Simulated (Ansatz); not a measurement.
# FH7SSi2 (built from SMILES F[SiH2][SiH3].S): a relaxation

Where does the structure go when it is relaxed from here with these settings?

The runs use Ansatz 0.2.0, Gaussian basis; PBE-D4/pcseg-2.

**1. Starting geometry**

The start, a first-order saddle point found at PBE0-D4 in triple zeta: 11 atoms, charge 0, spin multiplicity 1.

Atoms are counted from 1 here; the program's logs count them from 0.

Bond lengths: Si1–H3 1.508 Å, Si1–H4 1.481 Å, Si1–Si5 2.339 Å, Si1–S7 2.405 Å, Si5–H8 1.485 Å, Si5–H9 1.493 Å, Si5–H10 1.488 Å, H6–S7 1.488 Å, S7–H11 1.344 Å. Angles: H3–Si1–H4 101.3°, H3–Si1–Si5 101.4°, H3–Si1–S7 88.7°, H4–Si1–Si5 123.6°, H4–Si1–S7 111.7°, Si5–Si1–S7 119.8°, Si1–Si5–H8 113.1°, Si1–Si5–H9 107.1°, Si1–Si5–H10 110.5°, H8–Si5–H9 108.4°, H8–Si5–H10 109.7°, H9–Si5–H10 107.8°, Si1–S7–H6 65.5°, Si1–S7–H11 92.2°, H6–S7–H11 94.1°.

As a file:

```
Si   -0.6614   -0.0071   -0.6588
F    -0.1284   -1.7490   -0.0052
H    -0.6735    1.2837   -1.4387
H    -1.9438   -0.6146   -1.0830
Si   -0.2518    0.7684    1.5094
H     0.7892   -1.6945   -0.9425
S     1.1700   -0.7513   -2.0284
H    -0.7688   -0.1440    2.5607
H     1.2286    0.8765    1.6653
H    -0.8292    2.1274    1.6953
H     2.0690   -0.0955   -1.2742
```

**2. The relaxation**

The input, run/in.yaml:

```yaml
crystal:
  periodic: [false, false, false]
  atoms:
    - {symbol: Si, position_ang: [-0.661383, -0.007062, -0.658803]}
    - {symbol: F, position_ang: [-0.128399, -1.748955, -0.005218]}
    - {symbol: H, position_ang: [-0.673543, 1.283669, -1.438733]}
    - {symbol: H, position_ang: [-1.943786, -0.614638, -1.083003]}
    - {symbol: Si, position_ang: [-0.251834, 0.768391, 1.509426]}
    - {symbol: H, position_ang: [0.789231, -1.694508, -0.942455]}
    - {symbol: S, position_ang: [1.169978, -0.751315, -2.028384]}
    - {symbol: H, position_ang: [-0.768821, -0.144023, 2.560721]}
    - {symbol: H, position_ang: [1.228576, 0.876529, 1.665334]}
    - {symbol: H, position_ang: [-0.829166, 2.127361, 1.695283]}
    - {symbol: H, position_ang: [2.069047, -0.095547, -1.274167]}
basis:
  gaussian: {orbitals: pcseg-2}
hamiltonian: {xc: pbe, dispersion: d4}
relax: {f_tol: 0.03, max_steps: 60, escape_saddle: false}
```

On the command line:

```
> ansatz run in.yaml --threads 4 --pin off --events-out ev --progress --plain --max-ram 9574MiB
```

Before running it: what results should come out? Wanted: energy change; last largest force; RMSD from the start.

As calculated:

```
           quantity          value
              steps             24
      energy change  -106.7 kJ/mol
 last largest force    0.0157 eV/Å
RMSD from the start        0.635 Å
```

**Reading.** It converged in 24 steps at a force tolerance of 0.03 eV/Å. It left the saddle and ended near the end structure of the step.
